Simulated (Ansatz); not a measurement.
**C₄H₁₀BN: up Jacob's ladder to CCSD(T)**

The task here is to estimate one member of a computed series from the others.

The runs use Ansatz 0.2.0, Gaussian basis; functionals in def2-TZVPP, the program's frozen cores in correlated methods.

Levels to be run: LDA (SPW92), PBE-D4, revPBE-D4, BLYP-D4, r2SCAN-D4, B97M-V, PBE0-D4, B3LYP-D4, r2SCANh-D4, r2SCAN0-D4, HSE06-D4, BHLYP-D4, CAM-B3LYP-D4, LC-ωPBE, ωB97X-V, ωB97M-V, B2PLYP, PBE-QIDH; CCSD(T)/def2-SVP; CCSD(T)/def2-TZVPP; MP2/def2-QZVPP; extrapolation to the limit; RPA on PBE.

## The relaxed structure

An earlier PBE0-D4 in a triple-zeta def2 set relaxation fixed the geometry.

16 atoms, charge 0, spin multiplicity 1.

Atoms are counted from 1 here; the program's logs count them from 0.

Bond lengths: C1–C2 1.443 Å, C1–H7 1.091 Å, C1–H8 1.091 Å, C1–H9 1.091 Å, C2–N3 1.142 Å, N3–B4 1.572 Å, B4–C5 1.616 Å, B4–C6 1.616 Å, B4–H10 1.221 Å, C5–H11 1.095 Å, C5–H12 1.097 Å, C5–H13 1.094 Å, C6–H14 1.094 Å, C6–H15 1.097 Å, C6–H16 1.095 Å. Angles: C2–C1–H7 109.8°, C2–C1–H8 109.8°, C2–C1–H9 109.8°, H7–C1–H8 109.1°, H7–C1–H9 109.1°, H8–C1–H9 109.1°, C1–C2–N3 179.5°, C2–N3–B4 179.1°, N3–B4–C5 106.5°, N3–B4–C6 106.5°, N3–B4–H10 102.2°, C5–B4–C6 114.9°, C5–B4–H10 112.7°, C6–B4–H10 112.7°, B4–C5–H11 113.6°, B4–C5–H12 112.6°, B4–C5–H13 108.9°, H11–C5–H12 107.8° and more.

Coordinates:

```mol
C4H10BN
  3D, bonds by distance, orders not assigned

 16 15  0  0  0  0  0  0  0  0999 V2000
   -0.4194   -1.6547    2.5881 C   0  0
   -0.0874   -0.8173    1.4609 C   0  0
    0.1828   -0.1511    0.5731 N   0  0
    0.5351    0.7567   -0.6613 B   0  0
    0.8279   -0.2425   -1.8969 C   0  0
   -0.7201    1.7518   -0.8726 C   0  0
   -1.4191   -1.4091    2.9503 H   0  0
   -0.3961   -2.7041    2.2895 H   0  0
    0.3010   -1.4962    3.3925 H   0  0
    1.5379    1.3379   -0.2775 H   0  0
    1.6407   -0.9505   -1.7042 H   0  0
   -0.0565   -0.8205   -2.1912 H   0  0
    1.1239    0.3498   -2.7684 H   0  0
   -0.4949    2.4353   -1.6972 H   0  0
   -1.6400    1.2196   -1.1434 H   0  0
   -0.9388    2.3725    0.0026 H   0  0
  1  2  8  0
  2  3  8  0
  3  4  8  0
  4  5  8  0
  4  6  8  0
  1  7  8  0
  1  8  8  0
  1  9  8  0
  4 10  8  0
  5 11  8  0
  5 12  8  0
  5 13  8  0
  6 14  8  0
  6 15  8  0
  6 16  8  0
M  END
```

Set-up of the first run:

in.yaml

```yaml
crystal:
  periodic: [false, false, false]
  atoms:
    - {symbol: C, position_ang: [-0.419391, -1.654745, 2.588119]}
    - {symbol: C, position_ang: [-0.087353, -0.817315, 1.460931]}
    - {symbol: N, position_ang: [0.182764, -0.151085, 0.573052]}
    - {symbol: B, position_ang: [0.535099, 0.756656, -0.661335]}
    - {symbol: C, position_ang: [0.827888, -0.242497, -1.896917]}
    - {symbol: C, position_ang: [-0.720142, 1.751835, -0.872582]}
    - {symbol: H, position_ang: [-1.419077, -1.409134, 2.950287]}
    - {symbol: H, position_ang: [-0.396099, -2.704091, 2.289463]}
    - {symbol: H, position_ang: [0.300957, -1.496184, 3.392506]}
    - {symbol: H, position_ang: [1.537932, 1.337936, -0.277497]}
    - {symbol: H, position_ang: [1.640657, -0.950502, -1.704226]}
    - {symbol: H, position_ang: [-0.056469, -0.820496, -2.191162]}
    - {symbol: H, position_ang: [1.123895, 0.349769, -2.768375]}
    - {symbol: H, position_ang: [-0.494876, 2.435331, -1.697160]}
    - {symbol: H, position_ang: [-1.639996, 1.219599, -1.143400]}
    - {symbol: H, position_ang: [-0.938789, 2.372523, 0.002593]}
basis:
  gaussian: {orbitals: def2-TZVPP}
hamiltonian: {xc: lda}
output: {orbitals: {seedname: orbitals}}
```

The run is started by

```sh
$ ansatz run in.yaml --threads 4 --pin off --events-out ev --progress --plain --max-ram 11315MiB
```

Steps of the session up to this table: LDA; PBE-D4 (GGA); revPBE-D4 (GGA); BLYP-D4 (GGA); r2SCAN-D4 (meta-GGA); B97M-V (meta-GGA); B3LYP-D4 (hybrid); r2SCANh-D4 (hybrid); r2SCAN0-D4 (hybrid); HSE06-D4 (hybrid); BHLYP-D4 (hybrid); CAM-B3LYP-D4 (range-separated); LC-ωPBE (range-separated); ωB97X-V (range-separated); ωB97M-V (range-separated); B2PLYP (double hybrid); PBE-QIDH (double hybrid).

One of the session's tables, all rows but one given; the rest of the session is left out.

It belongs to the step «Frontier levels by functional». 

| functional | HOMO (eV) | gap (eV) |
| --- | --- | --- |
| LDA (SPW92) | -5.98 | 4.46 |
| PBE-D4 | -5.92 | 4.58 |
| revPBE-D4 | -5.88 | 4.62 |
| BLYP-D4 | -5.84 | 4.60 |
| r2SCAN-D4 | -6.14 | 5.04 |
| B97M-V | -6.19 | 5.13 |
| PBE0-D4 | -7.12 | 6.79 |
| B3LYP-D4 | -6.96 | 6.36 |
| r2SCANh-D4 | -6.59 | 5.86 |
| r2SCAN0-D4 | -7.28 | 7.10 |
| HSE06-D4 | ? | ? |
| BHLYP-D4 | -8.33 | 9.07 |
| CAM-B3LYP-D4 | -8.50 | 9.28 |
| LC-ωPBE | -9.79 | 11.77 |
| ωB97X-V | -9.47 | 11.36 |
| ωB97M-V | -9.33 | 10.89 |

Q: Estimate the row for HSE06-D4 from the others.

The run gave: HOMO (eV): -6.72; gap (eV): 6.01. In the column «HOMO (eV)» it lies between B3LYP-D4 (-6.96) and r2SCANh-D4 (-6.59).
